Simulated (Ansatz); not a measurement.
BiTe:

```
CELL_PARAMETERS angstrom
2.42271 1.39875 3.31729
-2.42271 1.39875 3.31729
0.00000 -2.79750 3.31729
ATOMIC_POSITIONS crystal
Bi 0.50000 0.50000 0.50000
Te 0.00000 0.00000 0.00000
```

The cell comes from a database or a generator and needn't be the stable form of this composition.

```yaml
Program: Ansatz 0.2.0
Task: single point
Functional: PBE
Potentials_or_basis: all-electron LAPW, scalar-relativistic
Cutoff: 174 eV (chosen from the basis error)
Basis_error_allowed: 0.001 eV/atom
k_mesh: 7 × 7 × 7
Occupations: fermi-dirac, width 0.05 eV
Spin: no spin polarisation
```

On this cell: pressure 0.2 GPa; largest force under 0.003 eV/Å; band gap on the k mesh none (metal or under the smearing width).

The same run follows on a disturbed copy (atoms moved at random, drawn with an rms of 0.05 Å):

```
CELL_PARAMETERS angstrom
2.42271 1.39875 3.31729
-2.42271 1.39875 3.31729
0.00000 -2.79750 3.31729
ATOMIC_POSITIONS crystal
Bi 0.50449 0.49986 0.49761
Te 0.99451 0.00737 0.00473
```

Q: What changes?

A: The energy (extrapolated to zero smearing) moves by +1.2 meV/atom; pressure 0.2 GPa; largest force 0.095 eV/Å; band gap on the k mesh none (metal or under the smearing width).

Forces in eV/Å, atoms in the order of the input:
```
Bi  -0.082 -0.045  0.013
Te   0.082  0.045 -0.013
```

Stress tensor (GPa, compression positive):
```
 0.27  0.02 -0.02
 0.02  0.25 -0.01
-0.02 -0.01  0.12
```

Caveats: spin-orbit coupling is left out, which moves the levels of the heavy elements.
